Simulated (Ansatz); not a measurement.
**C2H3BO2: a ladder of functionals and wavefunction methods**

An exercise on one series of results from a longer session: the logs are not shown, and one member is left open.

Method: functionals in def2-TZVPP, the program's frozen cores in correlated methods; program: Ansatz 0.2.0, Gaussian basis.

The runs, in order: LDA (SPW92), PBE-D4, revPBE-D4, BLYP-D4, r2SCAN-D4, B97M-V, PBE0-D4, B3LYP-D4, r2SCANh-D4, r2SCAN0-D4, HSE06-D4, BHLYP-D4, CAM-B3LYP-D4, LC-ωPBE, ωB97X-V, ωB97M-V, B2PLYP, PBE-QIDH; CCSD(T)/def2-SVP; CCSD(T)/def2-TZVPP; MP2/def2-QZVPP; extrapolation to the limit; RPA on PBE.

## The relaxed structure

The geometry comes from an earlier relaxation with PBE0-D4 in a triple-zeta def2 set; it is a stationary point, not always the lowest conformer.

SMILES `B1OC=CO1`, 8 atoms, charge 0, spin multiplicity 1.

Atoms are counted from 1 here; the program's logs count them from 0.

Bond lengths: B1–O2 1.375 Å, B1–O5 1.375 Å, B1–H6 1.184 Å, O2–C3 1.372 Å, C3–C4 1.331 Å, C3–H7 1.077 Å, C4–O5 1.372 Å, C4–H8 1.077 Å. Angles: O2–B1–O5 110.2°, O2–B1–H6 124.9°, O5–B1–H6 124.9°, B1–O2–C3 105.2°, O2–C3–C4 109.7°, O2–C3–H7 118.4°, C4–C3–H7 131.9°, C3–C4–O5 109.7°, C3–C4–H8 131.9°, O5–C4–H8 118.4°, B1–O5–C4 105.2°.

The first run:

in.yaml

```yaml
crystal:
  periodic: [false, false, false]
  atoms:
    - {symbol: B, position_ang: [-0.466368, 1.186683, 0.074028]}
    - {symbol: O, position_ang: [0.863411, 0.861108, 0.201475]}
    - {symbol: C, position_ang: [0.917285, -0.501276, 0.047737]}
    - {symbol: C, position_ang: [-0.308007, -0.977577, -0.161115]}
    - {symbol: O, position_ang: [-1.212480, 0.054158, -0.152378]}
    - {symbol: H, position_ang: [-0.905339, 2.283369, 0.148474]}
    - {symbol: H, position_ang: [1.876710, -0.986193, 0.110252]}
    - {symbol: H, position_ang: [-0.673113, -1.977372, -0.324374]}
basis:
  gaussian: {orbitals: def2-TZVPP}
hamiltonian: {xc: lda}
output: {orbitals: {seedname: orbitals}}
```

The run is started by

```sh
> ansatz run in.yaml --threads 2 --pin off --events-out ev --progress --plain --max-ram 4352MiB
```

Steps of the session up to this table: LDA; PBE-D4 (GGA); revPBE-D4 (GGA); BLYP-D4 (GGA); r2SCAN-D4 (meta-GGA); B97M-V (meta-GGA); B3LYP-D4 (hybrid); r2SCANh-D4 (hybrid); r2SCAN0-D4 (hybrid); HSE06-D4 (hybrid); BHLYP-D4 (hybrid); CAM-B3LYP-D4 (range-separated); LC-ωPBE (range-separated); ωB97X-V (range-separated); ωB97M-V (range-separated); B2PLYP (double hybrid); PBE-QIDH (double hybrid).

One of the session's tables, all rows but one given; the rest of the session is left out.

It belongs to the step «Orbital energies across the functionals». 

```
  functional  HOMO (eV)  LUMO (eV)  gap (eV)
 LDA (SPW92)      -6.24      -0.78      5.46
      PBE-D4      -6.00      -0.52      5.48
   revPBE-D4      -5.92      -0.42      5.50
     BLYP-D4      -5.87      -0.42      5.45
   r2SCAN-D4      -6.15      -0.21      5.94
      B97M-V      -6.15      -0.21      5.94
     PBE0-D4      -7.12       0.48      7.60
    B3LYP-D4      -6.92       0.21      7.13
  r2SCANh-D4      -6.58       0.18      6.75
  r2SCAN0-D4      -7.22       0.72      7.95
    HSE06-D4      -6.71       0.10      6.82
    BHLYP-D4      -8.11       1.40      9.51
CAM-B3LYP-D4      -8.48       1.50      9.98
     LC-ωPBE          ?          ?         ?
     ωB97X-V      -9.44       2.60     12.04
     ωB97M-V      -9.36       2.29     11.65
```

**Question.** Estimate the row for LC-ωPBE.

**Answer.** HOMO (eV): -9.85; LUMO (eV): 2.73; gap (eV): 12.58. In the column «HOMO (eV)» it is the lowest.
